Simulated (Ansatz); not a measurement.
# ScNb2O3: what a guessed cell relaxes into

The task: take a trial cell of ScNb2O3 to zero force and stress.

Computed with Ansatz 0.2.0 (DFT PBE, scalar-relativistic, plane waves, PAW, unless a step's input says otherwise).

1 further run of the same task is left out (set aside as unsound or not needed).

**1. The structure to begin with**

Symmetry: P-4m2, No. 115, tetragonal system. Conventional cell: a = 3.296 Å, b = 3.296 Å, c = 7.262 Å, α = 90.00°, β = 90.00°, γ = 90.00°. Sc (site symmetry -4m2) is surrounded by 4 O at 2.33 Å and 4 Nb at 2.55 Å. Nb (site symmetry 2mm) is surrounded by 7 O at 2.48 to 2.55 Å and 2 Sc at 2.55 Å. O (site symmetry 2mm) has 5 Nb at 2.48 to 2.53 Å as nearest neighbours. O (site symmetry -4m2) has 4 Sc at 2.33 Å and 4 Nb at 2.55 Å as nearest neighbours.

Structure file:

```xyz
6
Lattice="3.2961 0.0000 0.0000 0.0000 3.2961 0.0000 0.0000 0.0000 7.2616" Properties=species:S:1:pos:R:3 pbc="T T T"
Sc    0.0000    0.0000    0.0000
Nb    0.0000    1.6480    5.3119
Nb    1.6480    0.0000    1.9497
O     0.0000    1.6480    2.7848
O     1.6480    0.0000    4.4768
O     1.6480    1.6480    0.0000
```

Recipe of the guess: species swapped into a database cell of Ti2CuSb3 (P-4m2, No. 115), with Nb on the Ti sites, Sc on the Cu sites and O on the Sb sites. Its size is a rough estimate.

**2. Probe: one point on a coarse mesh**

input.yaml

```yaml
crystal:
  lattice:
    - [3.29609845, 0.0, 0.0]
    - [0.0, 3.29609845, 0.0]
    - [0.0, 0.0, 7.26161435]
  atoms:
    - { symbol: Sc, position: [0.0, 0.0, 0.0] }
    - { symbol: Nb, position: [0.0, 0.5, 0.73150003] }
    - { symbol: Nb, position: [0.5, 0.0, 0.26849997] }
    - { symbol: O, position: [0.0, 0.5, 0.38350001] }
    - { symbol: O, position: [0.5, 0.0, 0.61649999] }
    - { symbol: O, position: [0.5, 0.5, 0.0] }
basis:
  ecutwfc: 420
kpoints:
  mp_grid: { grid: [6, 6, 4] }
hamiltonian:
  xc: pbe
scf:
  occupations: { method: gaussian, width: 0.1 }
  lower_state_search: "off"
output:
  forces: true
  stress: true
  eigenvalues: true
```

Launch:

```bash
$ ansatz run input.yaml --threads 1 --pin off --max-ram 2560MiB --backend cpu --events-out ev --progress --plain --runs-dir out
```

The session goes on with these runs: coarse relaxation; final relaxation.

Q: Predict the outcome of this session. Wanted: conventional cell; volume; energy over the elements; gap on the mesh.

**Answer**, as computed:

| quantity | value |
| --- | --- |
| symmetry at the end (tolerance 0.05 Å) | space group P-4m2 (No. 115) |
| conventional cell | a = 2.979 Å, b = 2.979 Å, c = 9.083 Å, α = 90.00°, β = 90.00°, γ = 90.00° |
| volume | 13.43 Å³/atom |
| energy over the elements (uncorrected; H, N, O, F and Cl as molecules) | -1.71 eV/atom |
| gap on the mesh | none (metal) |

The space group P-4m2 (No. 115) is kept, and the volume per atom grows by 2.2 % from the first guess. It lies below the elements, which doesn't yet make it stable: competing phases were not computed in this session. No finished test with a distortion of lower symmetry is shown, so the end may be a saddle point. Some metallic runs here have no spin polarisation while others do, so their energies compare only roughly. Other magnetic orders were not searched.
